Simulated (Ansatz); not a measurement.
# C6H16Cl2N2Zr: basis-set convergence

An exercise on one series of results from a longer session: the logs are not shown, and one member is left open.

Computed with Ansatz 0.2.0, Gaussian basis. Level: one geometry, several basis sets.

Plan: PBE0-D4/def2-SVP; ωB97M-V/def2-SVP; PBE0-D4/def2-QZVPP; ωB97M-V/def2-QZVPP; the functionals' def2-TZVPP values are taken from earlier runs.

### The relaxed structure

All runs share one geometry, relaxed beforehand with PBE0-D4 in a triple-zeta def2 set. Zr takes the def2 core potential; no spin-orbit term is included.

SMILES `CC(C)[NH][Zr]([Cl])([Cl])[NH]C(C)C`, 27 atoms, charge 0, spin multiplicity 1.

Atoms are counted from 1 here; the program's logs count them from 0.

Bond lengths: C1–C2 1.516 Å, C1–H12 1.093 Å, C1–H13 1.092 Å, C1–H14 1.092 Å, C2–C3 1.523 Å, C2–N4 1.455 Å, C2–H15 1.100 Å, C3–H16 1.093 Å, C3–H17 1.093 Å, C3–H18 1.093 Å, N4–Zr5 2.008 Å, N4–H19 1.020 Å, Zr5–Cl6 2.378 Å, Zr5–Cl7 2.370 Å, Zr5–N8 2.005 Å, N8–C9 1.454 Å, N8–H20 1.017 Å, C9–C10 1.518 Å and more. Angles: C2–C1–H12 110.9°, C2–C1–H13 111.2°, C2–C1–H14 110.1°, H12–C1–H13 108.0°, H12–C1–H14 108.1°, H13–C1–H14 108.3°, C1–C2–C3 111.3°, C1–C2–N4 111.0°, C1–C2–H15 107.5°, C3–C2–N4 111.0°, C3–C2–H15 107.9°, N4–C2–H15 108.0°, C2–C3–H16 111.1°, C2–C3–H17 110.3°, C2–C3–H18 111.0°, H16–C3–H17 107.9°, H16–C3–H18 108.0°, H17–C3–H18 108.4° and more.

Set-up of the first run:

in.yaml

```yaml
crystal:
  periodic: [false, false, false]
  atoms:
    - {symbol: C, position_ang: [-0.676813, -2.157649, -0.266651]}
    - {symbol: C, position_ang: [-1.953631, -1.579006, 0.310664]}
    - {symbol: C, position_ang: [-1.985431, -1.715700, 1.827040]}
    - {symbol: N, position_ang: [-2.125007, -0.190844, -0.090551]}
    - {symbol: Zr, position_ang: [-1.194795, 1.330345, -1.013305]}
    - {symbol: Cl, position_ang: [-1.541486, 3.260662, 0.331764]}
    - {symbol: Cl, position_ang: [-2.129473, 1.569445, -3.177780]}
    - {symbol: N, position_ang: [0.723573, 0.819024, -1.295366]}
    - {symbol: C, position_ang: [1.886543, 0.735582, -0.425903]}
    - {symbol: C, position_ang: [1.497192, 1.113759, 0.992229]}
    - {symbol: C, position_ang: [3.023346, 1.607459, -0.936485]}
    - {symbol: H, position_ang: [0.200248, -1.637400, 0.125869]}
    - {symbol: H, position_ang: [-0.661874, -2.071906, -1.355272]}
    - {symbol: H, position_ang: [-0.590829, -3.214233, -0.005010]}
    - {symbol: H, position_ang: [-2.794056, -2.158062, -0.099089]}
    - {symbol: H, position_ang: [-2.911333, -1.307547, 2.240092]}
    - {symbol: H, position_ang: [-1.149286, -1.172170, 2.275348]}
    - {symbol: H, position_ang: [-1.916470, -2.764692, 2.126513]}
    - {symbol: H, position_ang: [-3.038371, 0.135023, 0.227225]}
    - {symbol: H, position_ang: [0.967784, 0.581430, -2.253448]}
    - {symbol: H, position_ang: [2.235730, -0.308318, -0.413974]}
    - {symbol: H, position_ang: [0.677034, 0.489259, 1.360920]}
    - {symbol: H, position_ang: [2.341258, 0.984578, 1.671935]}
    - {symbol: H, position_ang: [1.181583, 2.159842, 1.043223]}
    - {symbol: H, position_ang: [2.721350, 2.657928, -0.941678]}
    - {symbol: H, position_ang: [3.305258, 1.329587, -1.955336]}
    - {symbol: H, position_ang: [3.907958, 1.503600, -0.302976]}
basis:
  gaussian: {orbitals: def2-SVP}
hamiltonian: {xc: pbe0, dispersion: d4}
output: {orbitals: {seedname: orbitals}}
```

Command:

```
ansatz run in.yaml --threads 11 --pin off --events-out ev --progress --plain --max-ram 174080MiB --backend cpu
```

Among the steps run: PBE0-D4 in def2-SVP; ωB97M-V in def2-SVP; PBE0-D4 in def2-QZVPP; ωB97M-V in def2-QZVPP.

One of the session's tables, all rows but one given; the rest of the session is left out.

It belongs to the step «Density functionals: the series». 

```
functional       basis  HOMO (eV)
   PBE0-D4    def2-SVP          ?
   PBE0-D4  def2-TZVPP      -7.08
   PBE0-D4  def2-QZVPP      -7.09
   ωB97M-V    def2-SVP      -9.27
   ωB97M-V  def2-TZVPP      -9.35
   ωB97M-V  def2-QZVPP      -9.36
```

Estimate the missing values for PBE0-D4, def2-SVP.

As computed: HOMO (eV): -7.02. In the column «HOMO (eV)» it is the highest.
